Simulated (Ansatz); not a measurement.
**CH5NSSn: one species, many methods**

Aim: compute CH5NSSn with functionals from several rungs and with coupled cluster, and see how far each lands from CCSD(T) at the basis-set limit for the atomisation energy.

Method: functionals in def2-TZVPP, the program's frozen cores in correlated methods; program: Ansatz 0.2.0, Gaussian basis.

The runs, in order: PBE-D4, r2SCAN-D4, PBE0-D4, B3LYP-D4, ωB97X-V, ωB97M-V, B2PLYP; CCSD(T)/def2-TZVPP; MP2/def2-QZVPP; extrapolation to the limit.

## Step 1: Structure used throughout

An earlier PBE0-D4/def2-TZVP relaxation fixed the geometry. Sn takes the def2 core potential; no spin-orbit term is included.

SMILES `N=C[S][SnH3]`, 9 atoms, charge 0, spin multiplicity 1.

Atoms are counted from 1 here; the program's logs count them from 0.

Bond lengths: N1–C2 1.258 Å, N1–H5 1.020 Å, C2–S3 1.774 Å, C2–H6 1.092 Å, S3–Sn4 2.415 Å, Sn4–H7 1.702 Å, Sn4–H8 1.702 Å, Sn4–H9 1.703 Å. Angles: C2–N1–H5 112.6°, N1–C2–S3 125.3°, N1–C2–H6 119.1°, S3–C2–H6 115.6°, C2–S3–Sn4 101.5°, S3–Sn4–H7 108.1°, S3–Sn4–H8 108.3°, S3–Sn4–H9 105.3°, H7–Sn4–H8 110.9°, H7–Sn4–H9 112.0°, H8–Sn4–H9 111.9°.

## Step 2: PBE-D4 (GGA)

The input, in.yaml:

```yaml
crystal:
  periodic: [false, false, false]
  atoms:
    - {symbol: N, position_ang: [1.099535, 1.964147, -1.519496]}
    - {symbol: C, position_ang: [0.534295, 1.152133, -0.742928]}
    - {symbol: S, position_ang: [0.709660, -0.612090, -0.798313]}
    - {symbol: Sn, position_ang: [-0.728420, -1.297088, 1.017260]}
    - {symbol: H, position_ang: [1.688904, 1.500581, -2.211400]}
    - {symbol: H, position_ang: [-0.122502, 1.536302, 0.039871]}
    - {symbol: H, position_ang: [0.209873, -2.172336, 2.135332]}
    - {symbol: H, position_ang: [-1.972020, -2.267709, 0.378055]}
    - {symbol: H, position_ang: [-1.330825, 0.149659, 1.684519]}
basis:
  gaussian: {orbitals: def2-TZVPP}
hamiltonian: {xc: pbe, dispersion: d4}
output: {forces: true, orbitals: {seedname: orbitals}}
```

Launch:

```console
ansatz run in.yaml --threads 4 --pin off --events-out ev --progress --plain --max-ram 10444MiB
```

After this run come: r2SCAN-D4 (meta-GGA); PBE0-D4 (hybrid); B3LYP-D4 (hybrid); ωB97X-V (range-separated); ωB97M-V (range-separated); B2PLYP (double hybrid); CCSD(T) in def2-TZVPP; MP2 in def2-QZVPP.

Q: Predict the results of all the runs planned. Wanted: atomisation energy, CCSD(T)/CBS; farthest; mean size of error, hybrid; mean size of error, range-separated; gap, smallest and largest; T1 diagnostic; triples share of the correlation energy.

**Answer**, as computed:

```
                               quantity                                           value
        atomisation energy, CCSD(T)/CBS                                   2792.8 kJ/mol
 functionals within 27.9 kJ/mol (1.0 %)  r2SCAN-D4, PBE0-D4, B3LYP-D4, ωB97X-V, ωB97M-V
                               farthest                           PBE-D4 (+65.7 kJ/mol)
             mean size of error, hybrid                                      6.8 kJ/mol
    mean size of error, range-separated                                      9.1 kJ/mol
              gap, smallest and largest            4.45 eV (PBE-D4), 10.50 eV (ωB97X-V)
                          T1 diagnostic                                          0.0145
triples share of the correlation energy                                           4.0 %
```

**Reading.** PBE-D4 is off by +65.7 kJ/mol, about 8.2 kJ/mol a bond. Double hybrids carry the basis error of their MP2 part in triple zeta, and no dispersion term here, so their miss is partly the set-up's. Misses under about 27.9 kJ/mol are within the doubt on the reference itself, which lacks core-valence correlation, spin-orbit coupling and higher excitations, and its outer-core shells are covered unevenly. All levels share the lack of spin-orbit coupling, which lowers the free heavy atoms and so the true binding. Hartree-Fock recovers 66 % of the binding; the rest is correlation. The gap grows from 4.4 to 10.5 eV across the functionals, mostly with the share of exact exchange. Correlated methods include outer-core shells of Sn, which these sets cover unevenly.
